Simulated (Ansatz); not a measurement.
# Ca2Ge3N: the cost of one run

Computed with Ansatz 0.2.0 (DFT PBE, scalar-relativistic, plane waves, PAW, unless a step's input says otherwise).

**1. The structure to begin with**

It takes space group P6/mmm (No. 191, hexagonal). The conventional cell has a = 4.044 Å, b = 4.044 Å, c = 8.763 Å, α = 90.00°, β = 90.00°, γ = 120.00°. Ca (site symmetry -6m2) has 3 Ca at 2.33 Å and 3 Ge at 2.33 Å as nearest neighbours. Ge (site symmetry 6mm) has 1 Ge at 1.71 Å as nearest neighbours. Around Ge (site symmetry 6/mmm) lie 2 Ge at 1.71 Å. N (site symmetry 6/mmm) has 2 Ge at 2.67 Å as nearest neighbours.

Coordinates:

```xyz
6
Lattice="4.0437 0.0000 0.0000 -2.0219 3.5020 0.0000 0.0000 0.0000 8.7633" Properties=species:S:1:pos:R:3 pbc="T T T"
Ca    0.0000    2.3347    4.3816
Ca    2.0219    1.1673    4.3816
Ge    0.0000    0.0000    2.6748
Ge    0.0000    0.0000    6.0885
Ge    0.0000    0.0000    4.3816
N     0.0000    0.0000    0.0000
```

A structure generator made this guess: random cell by space group and Wyckoff sites (P6/mmm, No. 191). Lengths come from tabulated atomic sizes and are only a guess.

**2. A first look at the guess**

Contents of input.yaml:

```yaml
crystal:
  lattice:
    - [4.04373776, 0.0, 0.0]
    - [-2.02186888, 3.50197963, 0.0]
    - [0.0, 0.0, 8.76329124]
  atoms:
    - { symbol: Ca, position: [0.33333333, 0.66666667, 0.5] }
    - { symbol: Ca, position: [0.66666667, 0.33333333, 0.5] }
    - { symbol: Ge, position: [0.0, 0.0, 0.30522629] }
    - { symbol: Ge, position: [0.0, 0.0, 0.69477371] }
    - { symbol: Ge, position: [0.0, 0.0, 0.5] }
    - { symbol: "N", position: [0.0, 0.0, 0.0] }
basis:
  ecutwfc: 420
kpoints:
  mp_grid: { grid: [6, 6, 2] }
hamiltonian:
  xc: pbe
scf:
  occupations: { method: gaussian, width: 0.1 }
  lower_state_search: "off"
output:
  forces: true
  stress: true
  eigenvalues: true
```

Command:

```
$ ansatz run input.yaml --threads 1 --pin off --max-ram 2560MiB --backend cpu --events-out ev --progress --plain --runs-dir out
```

What time and memory should one allow on 1 thread of Intel Xeon Platinum 8259CL at 2.50GHz (Skylake/Cascade Lake), shared host?

About 5 s, with a peak of 0.45 GiB.
